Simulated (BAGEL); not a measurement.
**triplet CH4GaNO at 3 levels**

Aim: a comparison of 3 runs (ROHF/6-31G*, UHF/6-31G*, ROHF/cc-pVDZ) of triplet CH4GaNO. 

The calculation is run with BAGEL 1.2.2.

7 further runs of the same task are left out: 4 that didn't finish, 3 set aside as unsound or not needed.

### 1 The system as given

CH4GaNO: 8 atoms, total charge 0, spin state triplet. SMILES of the parent species: `[NH2][GaH][CH]=O`. Geometry: a GFN2-xTB relaxation, a rough one for these elements and not checked as a minimum. That shape belongs to the parent species and isn't relaxed for this state.

Bond lengths: N1–Ga2 1.808 Å, Ga2–C3 2.083 Å, C3–O4 1.204 Å, N1–H5 1.015 Å, N1–H6 1.013 Å, Ga2–H7 1.583 Å, C3–H8 1.114 Å. Angles: N1–Ga2–C3 115.5°, Ga2–C3–O4 115.2°, N1–Ga2–H7 118.8°, C3–Ga2–H7 125.8°, Ga2–N1–H5 123.1°, Ga2–N1–H6 127.9°, Ga2–C3–H8 125.5°, O4–C3–H8 119.2°, H5–N1–H6 109.0°.

### 2 The energy at ROHF/6-31G(d) (density fitting with qzvpp-jkfit, spherical functions) (run 1)

job.json reads:

```json
{ "bagel": [

{
  "title": "molecule",
  "basis": "6-31gs.json",
  "df_basis": "qzvpp-jkfit",
  "angstrom": true,
  "geometry": [
    { "atom": "N", "xyz": [      -0.714580,       1.331450,      -0.545830 ] },
    { "atom": "Ga", "xyz": [       0.687450,       0.334870,       0.011680 ] },
    { "atom": "C", "xyz": [       0.233970,      -1.623620,       0.557810 ] },
    { "atom": "O", "xyz": [      -0.927130,      -1.926780,       0.463820 ] },
    { "atom": "H", "xyz": [      -1.662100,       0.972600,      -0.601100 ] },
    { "atom": "H", "xyz": [      -0.710080,       2.298430,      -0.848980 ] },
    { "atom": "H", "xyz": [       2.125620,       0.995190,       0.044820 ] },
    { "atom": "H", "xyz": [       0.966850,      -2.382140,       0.917780 ] }
  ]
},

{ "title": "rohf", "nopen": 2 },

{ "title": "print", "file": "orbitals.molden", "orbitals": true }

]}
```

The basis set 6-31G* is read from a file made from the Basis Set Exchange's data (not shown).

The run is started by

```
BAGEL_NUM_THREADS=1 BAGEL job.json > job.out
```

Output:

```text
* using 1 threads per process

  ===============================================================
  ===============================================================

  *** Geometry ***

  { "atom" : "N", "xyz" : [     -1.350360,      2.516076,     -1.031469 ] },
  { "atom" : "Ga", "xyz" : [      1.299092,      0.632813,      0.022072 ] },
  { "atom" : "C", "xyz" : [      0.442139,     -3.068197,      1.054108 ] },
  { "atom" : "O", "xyz" : [     -1.752022,     -3.641087,      0.876493 ] },
  { "atom" : "H", "xyz" : [     -3.140914,      1.837948,     -1.135914 ] },
  { "atom" : "H", "xyz" : [     -1.341857,      4.343403,     -1.604340 ] },
  { "atom" : "H", "xyz" : [      4.016840,      1.880637,      0.084698 ] },
  { "atom" : "H", "xyz" : [      1.827082,     -4.501592,      1.734353 ] },

  Number of auxiliary basis functions:      567

  Since a DF basis is specified, we compute 2- and 3-index integrals:
    o Being stored without compression. Storage requirement is 0.031 GB

  Number of basis functions:       82
  Number of electrons      :       56

    * METHOD: MOLECULE                             0.33

  *** Open-shell HF ***

  === Nuclear Repulsion ===
   244.2029083778

      * DIIS with orbital gradients will be used.

  === ROHF iteration (6-31gs.json) ===
      0      -2091.98392893          0.04894837           0.21
      1      -2092.13143363          0.04170777           0.21
      2      -2092.21607018          0.03305391           0.21
      3      -2092.35528594          0.00315269           0.21
      4      -2092.35875853          0.00199439           0.21
      5      -2092.36182858          0.00162365           0.21
      6      -2092.36490370          0.00113687           0.21
      7      -2092.36686682          0.00048191           0.21
      8      -2092.36798916          0.00018327           0.21
      9      -2092.36827410          0.00009908           0.21
     10      -2092.36823634          0.00005505           0.21
     11      -2092.36830350          0.00002835           0.21
     12      -2092.36830157          0.00001408           0.20
     13      -2092.36830861          0.00000696           0.21
     14      -2092.36831265          0.00000303           0.21
     15      -2092.36831130          0.00000148           0.21
     16      -2092.36831083          0.00000077           0.21
     17      -2092.36831038          0.00000051           0.21
     18      -2092.36831028          0.00000029           0.22
     19      -2092.36831031          0.00000015           0.21
     20      -2092.36831033          0.00000010           0.21
     21      -2092.36831037          0.00000006           0.21
     22      -2092.36831039          0.00000004           0.21
     23      -2092.36831040          0.00000002           0.21
     24      -2092.36831040          0.00000001           0.21
     25      -2092.36831040          0.00000001           0.21
    * SCF iteration converged.

    * S^2 (ROHF) is 2.0000

    * Permanent dipole moment:
           (   -0.289723,    -0.260508,     0.037908) a.u.

    * METHOD: ROHF                                 5.75

    * METHOD: PRINT                                0.01

  ===============================================================
```

Wall time 6.3 s (1 thread of Arm Neoverse V2, shared host); peak memory 0.14 GiB.

### 3 A single-point energy at UHF/6-31G(d) (density fitting with qzvpp-jkfit, spherical functions) (run 2)

calc.json reads:

```json
{ "bagel" : [

{
  "title" : "molecule",
  "basis" : "6-31gs.json",
  "df_basis" : "qzvpp-jkfit",
  "angstrom" : true,
  "geometry" : [
    { "atom" : "N", "xyz" : [   -0.714580,    1.331450,   -0.545830 ] },
    { "atom" : "Ga", "xyz" : [    0.687450,    0.334870,    0.011680 ] },
    { "atom" : "C", "xyz" : [    0.233970,   -1.623620,    0.557810 ] },
    { "atom" : "O", "xyz" : [   -0.927130,   -1.926780,    0.463820 ] },
    { "atom" : "H", "xyz" : [   -1.662100,    0.972600,   -0.601100 ] },
    { "atom" : "H", "xyz" : [   -0.710080,    2.298430,   -0.848980 ] },
    { "atom" : "H", "xyz" : [    2.125620,    0.995190,    0.044820 ] },
    { "atom" : "H", "xyz" : [    0.966850,   -2.382140,    0.917780 ] }
  ]
},
{ "title" : "uhf", "nopen" : 2 },
{ "title" : "print", "file" : "orbitals.molden", "orbitals" : true }

]}
```

The basis set 6-31G* is read from a file made from the Basis Set Exchange's data (not shown).

The run is started by

```
BAGEL_NUM_THREADS=1 BAGEL calc.json > calc.out
```

Output:

```text
* using 1 threads per process

  ===============================================================
  ===============================================================

  *** Geometry ***

  { "atom" : "N", "xyz" : [     -1.350360,      2.516076,     -1.031469 ] },
  { "atom" : "Ga", "xyz" : [      1.299092,      0.632813,      0.022072 ] },
  { "atom" : "C", "xyz" : [      0.442139,     -3.068197,      1.054108 ] },
  { "atom" : "O", "xyz" : [     -1.752022,     -3.641087,      0.876493 ] },
  { "atom" : "H", "xyz" : [     -3.140914,      1.837948,     -1.135914 ] },
  { "atom" : "H", "xyz" : [     -1.341857,      4.343403,     -1.604340 ] },
  { "atom" : "H", "xyz" : [      4.016840,      1.880637,      0.084698 ] },
  { "atom" : "H", "xyz" : [      1.827082,     -4.501592,      1.734353 ] },

  Number of auxiliary basis functions:      567

  Since a DF basis is specified, we compute 2- and 3-index integrals:
    o Being stored without compression. Storage requirement is 0.031 GB

  Number of basis functions:       82
  Number of electrons      :       56

    * METHOD: MOLECULE                             0.33

  *** Open-shell HF ***

  === Nuclear Repulsion ===
   244.2029083778

      * DIIS with orbital gradients will be used.

  === UHF iteration (6-31gs.json) ===
      0      -2091.98392893          0.04894837           0.21
      1      -2092.14450572          0.04095919           0.21
      2      -2092.23977664          0.03153249           0.20
      3      -2092.36501342          0.00285254           0.21
      4      -2092.37011907          0.00196345           0.21
      5      -2092.37401677          0.00152164           0.21
      6      -2092.37744276          0.00080477           0.21
      7      -2092.37842472          0.00034582           0.21
      8      -2092.37854280          0.00021392           0.21
      9      -2092.37860002          0.00013108           0.21
     10      -2092.37862407          0.00007445           0.21
     11      -2092.37863505          0.00002804           0.21
     12      -2092.37863589          0.00001359           0.21
     13      -2092.37863608          0.00000688           0.21
     14      -2092.37863613          0.00000426           0.21
     15      -2092.37863616          0.00000204           0.21
     16      -2092.37863616          0.00000131           0.21
     17      -2092.37863617          0.00000063           0.21
     18      -2092.37863617          0.00000038           0.21
     19      -2092.37863617          0.00000025           0.21
     20      -2092.37863617          0.00000011           0.21
     21      -2092.37863617          0.00000007           0.21
     22      -2092.37863617          0.00000004           0.20
     23      -2092.37863617          0.00000002           0.21
     24      -2092.37863617          0.00000001           0.21
     25      -2092.37863617          0.00000001           0.20
    * SCF iteration converged.

    * S^2 (UHF) is 2.0212

    * Permanent dipole moment:
           (   -0.295815,    -0.290059,     0.046273) a.u.

    * METHOD: UHF                                  5.72

    * METHOD: PRINT                                0.01

  ===============================================================
```

It took 6.3 s on 1 thread of Arm Neoverse V2, shared host; peak memory 0.14 GiB.

### 4 A single-point energy at ROHF/cc-pVDZ (density fitting with qzvpp-jkfit) (run 3)

job.json reads:

```json
{ "bagel" : [

{
  "title" : "molecule",
  "basis" : "cc-pvdz.json",
  "df_basis" : "qzvpp-jkfit",
  "angstrom" : true,
  "geometry" : [
    { "atom" : "N", "xyz" : [      -0.714580,       1.331450,      -0.545830 ] },
    { "atom" : "Ga", "xyz" : [       0.687450,       0.334870,       0.011680 ] },
    { "atom" : "C", "xyz" : [       0.233970,      -1.623620,       0.557810 ] },
    { "atom" : "O", "xyz" : [      -0.927130,      -1.926780,       0.463820 ] },
    { "atom" : "H", "xyz" : [      -1.662100,       0.972600,      -0.601100 ] },
    { "atom" : "H", "xyz" : [      -0.710080,       2.298430,      -0.848980 ] },
    { "atom" : "H", "xyz" : [       2.125620,       0.995190,       0.044820 ] },
    { "atom" : "H", "xyz" : [       0.966850,      -2.382140,       0.917780 ] }
  ]
},

{ "title" : "rohf", "nopen" : 2 },

{ "title" : "print", "file" : "orbitals.molden", "orbitals" : true }

]}
```

The basis set cc-pVDZ is read from a file made from the Basis Set Exchange's data (not shown).

The run is started by

```
BAGEL_NUM_THREADS=1 BAGEL job.json > job.out
```

Output:

```text
* using 1 threads per process

  ===============================================================
  ===============================================================

  *** Geometry ***

  { "atom" : "N", "xyz" : [     -1.350360,      2.516076,     -1.031469 ] },
  { "atom" : "Ga", "xyz" : [      1.299092,      0.632813,      0.022072 ] },
  { "atom" : "C", "xyz" : [      0.442139,     -3.068197,      1.054108 ] },
  { "atom" : "O", "xyz" : [     -1.752022,     -3.641087,      0.876493 ] },
  { "atom" : "H", "xyz" : [     -3.140914,      1.837948,     -1.135914 ] },
  { "atom" : "H", "xyz" : [     -1.341857,      4.343403,     -1.604340 ] },
  { "atom" : "H", "xyz" : [      4.016840,      1.880637,      0.084698 ] },
  { "atom" : "H", "xyz" : [      1.827082,     -4.501592,      1.734353 ] },

  Number of auxiliary basis functions:      567

  Since a DF basis is specified, we compute 2- and 3-index integrals:
    o Being stored without compression. Storage requirement is 0.036 GB

  Number of basis functions:       89
  Number of electrons      :       56

    * METHOD: MOLECULE                             0.33

  *** Open-shell HF ***

  === Nuclear Repulsion ===
   244.2029083778

      * DIIS with orbital gradients will be used.

  === ROHF iteration (cc-pvdz.json) ===
      0      -2092.27329444          0.03851687           0.24
      1      -2092.44020634          0.03252581           0.24
      2      -2092.52170044          0.02299467           0.24
      3      -2092.62991479          0.00297540           0.24
      4      -2092.63360947          0.00182472           0.24
      5      -2092.63657034          0.00138600           0.24
      6      -2092.63949185          0.00097020           0.24
      7      -2092.64117131          0.00036447           0.24
      8      -2092.64239507          0.00015008           0.23
      9      -2092.64257907          0.00010980           0.24
     10      -2092.64249939          0.00005318           0.24
     11      -2092.64254657          0.00002347           0.23
     12      -2092.64256720          0.00001140           0.24
     13      -2092.64257922          0.00000629           0.24
     14      -2092.64257896          0.00000234           0.24
     15      -2092.64257654          0.00000115           0.24
     16      -2092.64257621          0.00000062           0.24
     17      -2092.64257623          0.00000031           0.24
     18      -2092.64257626          0.00000010           0.24
     19      -2092.64257632          0.00000004           0.23
     20      -2092.64257634          0.00000002           0.23
     21      -2092.64257634          0.00000002           0.23
     22      -2092.64257634          0.00000001           0.24
     23      -2092.64257634          0.00000001           0.24
    * SCF iteration converged.

    * S^2 (ROHF) is 2.0000

    * Permanent dipole moment:
           (   -0.237835,    -0.267305,     0.048418) a.u.

    * METHOD: ROHF                                 6.01

    * METHOD: PRINT                                0.01

  ===============================================================
```

It took 6.6 s on 1 thread of Arm Neoverse V2, shared host; peak memory 0.15 GiB.

### 5 All runs side by side

```csv
run,level,energy (Eh),dipole moment (D),⟨S²⟩,wall time
1,"ROHF/6-31G* (density fitting with qzvpp-jkfit, spherical functions)",-2092.368310,0.99,2.000,6.3 s
2,"UHF/6-31G* (density fitting with qzvpp-jkfit, spherical functions)",-2092.378636,1.06,2.021,6.3 s
3,ROHF/cc-pVDZ (density fitting with qzvpp-jkfit),-2092.642576,0.92,2.000,6.6 s
```

### 6 What came out

| quantity | value |
| --- | --- |
| run 3: total energy | -2092.64258 Eh |
| run 3: dipole moment | 0.92 D |
| run 3: ⟨S²⟩ | 2.000 |

What this shows: The dipole moment (its size) runs from 0.92 D (ROHF/cc-pVDZ) to 1.06 D (UHF/6-31G*). The two ends differ in method and basis. All runs together took 19 s, the longest 6.6 s.
